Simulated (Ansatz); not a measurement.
# Al6Cu4HF: the cost of one run

Method: DFT PBEsol, scalar-relativistic, plane waves, PAW, in Ansatz 0.2.0.

3 further runs of the same task are left out: 3 set aside as unsound or not needed.

### 1 The system as given

Symmetry: Cmm2, No. 35, orthorhombic system. Conventional cell: a = 4.828 Å, b = 8.476 Å, c = 22.775 Å, α = 90.00°, β = 90.00°, γ = 90.00°. Al (site symmetry mm2) has 4 Cu at 2.56 Å and 2 Al at 2.86 Å in its first shell of neighbours. Cu (site symmetry 2) is surrounded by 2 Cu at 2.41 Å and 6 Al at 2.53 to 2.56 Å. Al (site symmetry mm2) is surrounded by 4 Cu at 2.56 Å and 3 Al at 2.77 to 2.86 Å. Around Al (site symmetry m) lie 4 Cu at 2.53 to 2.56 Å and 11 Al at 2.69 to 3.24 Å. Al (site symmetry mm2) has 4 Cu at 2.53 Å and 3 Al at 2.70 to 2.77 Å in its first shell of neighbours. Cu (site symmetry 2) has 2 Cu at 2.41 Å and 6 Al at 2.50 to 2.56 Å in its first shell of neighbours. Around Al (site symmetry mm2) lie 4 Cu at 2.50 Å and 2 Al at 2.70 Å.

Coordinates:

```cif
data_structure
_symmetry_space_group_name_H-M 'Cmm2'
_symmetry_Int_Tables_number 35
_cell_length_a 4.8278
_cell_length_b 8.4755
_cell_length_c 22.7749
_cell_angle_alpha 90.000
_cell_angle_beta 90.000
_cell_angle_gamma 90.000
_cell_volume 931.92
loop_
_atom_site_label
_atom_site_type_symbol
_atom_site_symmetry_multiplicity
_atom_site_Wyckoff_symbol
_atom_site_fract_x
_atom_site_fract_y
_atom_site_fract_z
_atom_site_occupancy
Al1 Al 2 a 0.50000 0.50000 0.37322 1
Cu1 Cu 4 c 0.75000 0.25000 0.40696 1
Al2 Al 2 b 0.00000 0.50000 0.44071 1
Al3 Al 4 e 0.50000 0.65876 0.49856 1
Al4 Al 2 b 0.00000 0.50000 0.56224 1
Cu2 Cu 4 c 0.25000 0.25000 0.59169 1
Al5 Al 2 a 0.50000 0.50000 0.61569 1
```

Miller indices refer to the conventional cell of the relaxed bulk, I4/mcm (No. 140): a = 5.993 Å, b = 5.993 Å, c = 4.828 Å, α = 90.00°, β = 90.00°, γ = 90.00°.

It is a (110) slab, 5.8 Å thick as cut, with 17 Å of vacuum; its outer planes are Al (top) and Al (bottom). An earlier relaxation, lower half held, gave -29501.0521 eV, work function 4.47 eV (top face), 4.35 eV (bottom face), dipole along +c -0.014 e·Å per cell.

### 2 HF at the top (Al) site

input.yaml

```yaml
crystal:
  lattice:
    - [4.8278486177, 0.0, 0.0]
    - [-2.4139243088, 4.2377626288, 0.0]
    - [0.0, 0.0, 25.3248846054]
  atoms:
    - { symbol: Al, position: [0.75, 0.5, 0.335638252] }
    - { symbol: Cu, position: [0.75, 0.0, 0.3659863068] }
    - { symbol: Cu, position: [0.25, 0.0, 0.3659863068] }
    - { symbol: Al, position: [0.25, 0.5, 0.3963343618] }
    - { symbol: Al, position: [0.9087607701, 0.8175215402, 0.4483581008] }
    - { symbol: Al, position: [0.5912392299, 0.1824784598, 0.4483581008] }
    - { symbol: Al, position: [0.25, 0.5, 0.5056286875] }
    - { symbol: Cu, position: [0.25, 0.0, 0.5321120508] }
    - { symbol: Cu, position: [0.75, 0.0, 0.5321120508] }
    - { symbol: Al, position: [0.75, 0.5, 0.5536962276] }
    - { symbol: F, position: [0.75, 0.5, 0.6437262528] }
    - { symbol: H, position: [0.6865771228, 0.6127050523, 0.6654440221] }
basis:
  ecutwfc: 420
kpoints:
  mp_grid: { grid: [7, 7, 1] }
hamiltonian:
  xc: pbesol
scf:
  occupations: { method: gaussian, width: 0.1 }
output:
  forces: true
  eigenvalues: true
  write_density: true
  write_potential: true
  elf: true
  volumetric_format: npy
relax:
  adjacent_minimum: "off"
  f_tol: 0.03
  max_steps: 70
  constraints: [{ sites: [0, 1, 2, 3] }]
efield:
  axis: 3
  dipole_correction: true
  ramp_width: 0.04
```

Launch:

```console
$ ansatz run input.yaml --threads 4 --pin off --max-ram 10240MiB --backend cpu --events-out ev --progress --plain --runs-dir out
```

**Question.** How long does this run take on 4 threads of Arm Neoverse V1, shared host, and how much memory does it need?

About 9.4 min, with a peak of 1.4 GiB.
